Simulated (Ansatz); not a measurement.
## B2O in Ansatz: the effect of target pressure

B2O:

```xyz
6
Lattice="2.8790 0.0000 0.0000 -1.4395 2.4933 0.0000 0.0000 0.0000 7.0520" Properties=species:S:1:pos:R:3 pbc="T T T"
O     0.0000    1.6622    4.8941
O     1.4395    0.8311    2.1579
B     0.0000    1.6622    6.8898
B     1.4395    0.8311    0.1622
B     0.0000    0.0000    4.3722
B     0.0000    0.0000    2.6798
```

Alike in all runs:

| Item | Value |
| --- | --- |
| Program | Ansatz 0.2.0 |
| Task | relaxation of cell and atoms |
| Functional | r2SCAN |
| Potentials or basis | Ansatz PAW |
| Cutoff | 500 eV (not typed: the program's choice for these potentials) |
| k mesh | 11 × 11 × 4 |
| Occupations | fermi-dirac, width 0.05 eV |
| Spin | no spin polarisation |

Each run relaxes the cell or the atoms first.

```tsv
target pressure	relaxed volume (Å³/atom)
0 GPa	9.69
2 GPa	?
5 GPa	8.41
10 GPa	7.87
20 GPa	7.29
```

Task: What does the run with target pressure 2 GPa give?

Result: Relaxed volume 8.93 Å³/atom.

Worked out: In Murnaghan's law V^(-B') rises as a straight line in P. The other rows fit best with B' = 7.7, V0 = 9.70 Å³/atom and B0 = 19 GPa, which gives 8.99 Å³/atom at 2 GPa, against the run's 8.93.

Caveats: the plane-wave basis is chosen anew once the cell has moved, so the energies of steps on either side of that aren't comparable; the PAW data sets come from PBE, with cores solved anew for the run's functional, which leaves a small shift of forces and pressure.
